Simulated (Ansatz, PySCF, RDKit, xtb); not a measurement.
# SiH2SOF−: a search for the lowest isomer

Given the formula SiH2SOF− (charge -1) and nothing else, which arrangement of the atoms is the most stable in the gas at 298.15 K, and what are its properties?

Plan: many cheap relaxations first (GFN2-xTB), then density-functional screening, relaxation at PBE0-D3(BJ)/def2-SVPD, vibrations and a final energy. The numbers are computed, not measured.

7 further runs of the same task are left out: 7 set aside as unsound or not needed.

### Step 1. Possible bonding patterns

All bonding patterns within simple valence rules are listed by program: one Lewis structure each, at most two rings and one unusual centre or charged pair. O–O, O–halogen and N–halogen bonds and N–N–N chains are not drawn. That gives 27 candidates.

c023 F[S@@H]1O[SiH-]1; c076 F[SiH2]O[S-]; c128 F[SiH-]OS; c160 F[SiH-][OH+][S-]; c295 [O-]/[SiH]=[SH]\F; c296 [O-][Si-](F)[SH2+]; c298 [O-]S[SiH2]F; c306 O/[SH]=[Si-]/F; c376 [O-][S@H](F)#[SiH]; c420 O/[Si-]=[SH]\F; c475 O/[Si-]=[SH]/F; c491 O[S@](F)=[SiH-]; c541 O[Si-](F)S; c555 [O-]/[SH]=[SiH]\F; c594 [O-][Si@H](F)S; c646 OS[SiH-]F; c677 F[Si@@H-]1=[SH]O1; c683 [OH2+][Si-](F)[S-]; c691 O[Si@H](F)[S-]; c777 O/[SH]=[Si-]\F; c821 [O-][SiH2]SF; c832 O[S@H](F)#[Si-]; c838 FSO[SiH2-]; c846 [O-]/[SH]=[SiH]/F; c908 [O-][S@](F)=[SiH2]; c935 [O-]/[SiH]=[SH]/F; c979 O[SiH-]SF.

Candidates are built by distance geometry, with a force field where one applies, in up to four conformers (letters a to d). 6 starts with atoms placed at random are added, to find patterns that the rules miss.

**Question.** With final energies at CCSD(T)/def2-SVPD + MP2/def2-TZVPPD - MP2/def2-SVPD, which structure will this search put lowest in free energy, and by what margin?

| quantity | value |
| --- | --- |
| lowest structure found | O[Si@H](F)[S-], singlet, C1 |
| next finalist | [O-][Si@H](F)S, singlet, 15.2 kcal/mol higher in G |
| share at equilibrium, among the finalists | 100.0 % |
| harmonic wavenumbers, lowest and highest (PBE0-D3(BJ)/def2-SVPD) | 208 and 3903 cm⁻¹ |
| rotational constants, same geometry | 0.2288, 0.1116, 0.08234 cm⁻¹ |
| HOMO energy (PBE0/def2-TZVPD) | -1.68 eV |
| LUMO energy (PBE0/def2-TZVPD) | 3.60 eV |
| HOMO–LUMO gap (to an unbound level, set by the basis) (PBE0/def2-TZVPD) | 5.28 eV |
| lowest excitation (TD-PBE0/def2-SVPD) | 5.02 eV (f = 0.041) |
| strongest of the states computed, same level | 5.10 eV (f = 0.118) |
| lowest triplet excitation, same level, Tamm-Dancoff | 4.78 eV |
| vertical detachment energy | 3.75 eV |
| vertical triplet less singlet | +4.34 eV |

The search ends on `O[Si@H](F)[S-]`. Among the finalists first place is clear (15.2 kcal/mol); structures outside the list aren't covered. HF/STO-3G, r2SCAN-D4/def2-SVPD, PBE0-D3(BJ)/def2-SVPD, HF/def2-SVPD and MP2/def2-SVPD already put its bonding pattern lowest among the structures in one piece; GFN2-xTB favours the singlet [O][SiH]([F])[SH] ‡. In an anion, excitations above the detachment energy lie in the continuum and hang on the basis, so they needn't be bound states. Lowest found is not proven lowest: the search is finite, and each finalist counts with one conformer. Patterns outside the rules of the enumeration were met only by chance.

‡ marks the bonded skeleton alone, with all bonds drawn single: no Lewis structure was assigned that passes a check against the bond lengths.
